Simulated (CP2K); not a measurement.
# WF in CP2K: the effect of functional

Crystal: WF.

```xyz
2
Lattice="5.3093 0.0000 0.0000 4.6065 2.6398 0.0000 4.6065 1.2264 2.3377" Properties=species:S:1:pos:R:3 pbc="T T T"
W    11.8228    3.1475    1.9031
F    13.6091    3.6231    2.1907
```

The cell was built by a generator and needn't be a form met in nature.

Alike in all runs:

| Item | Value |
| --- | --- |
| Program | CP2K 2026.2 |
| Task | band structure |
| Potentials or basis | POTENTIAL_UZH W GTH-PBE-q14, F GTH-PBE-q7; TZVP-MOLOPT-PBE-GTH basis |
| Density cutoff | 14966 eV |
| k mesh | 11 × 11 × 11 |
| Occupations | fermi-dirac, width 0.05 eV |
| Spin | no spin polarisation |

```tsv
functional	pressure (GPa)
LDA	-8.1
PBEsol	?
HLE16	-24.5
RPBE	2.1
vdW-DF-cx	-4.1
r2SCAN	-3.8
```

Problem. What does the run with functional PBEsol give?

Solution. Pressure -5.2 GPa.

Caveats: the potentials were made for another functional, which shifts forces and pressure; the basis of atomic orbitals isn't converged, which shifts pressures, moduli and gaps; an odd number of electrons without spin polarisation forces a metal; a magnetic or distorted state may lie lower; the potentials were made for a functional far from this one (some runs).

Runs at the PBE level aren't shown here.
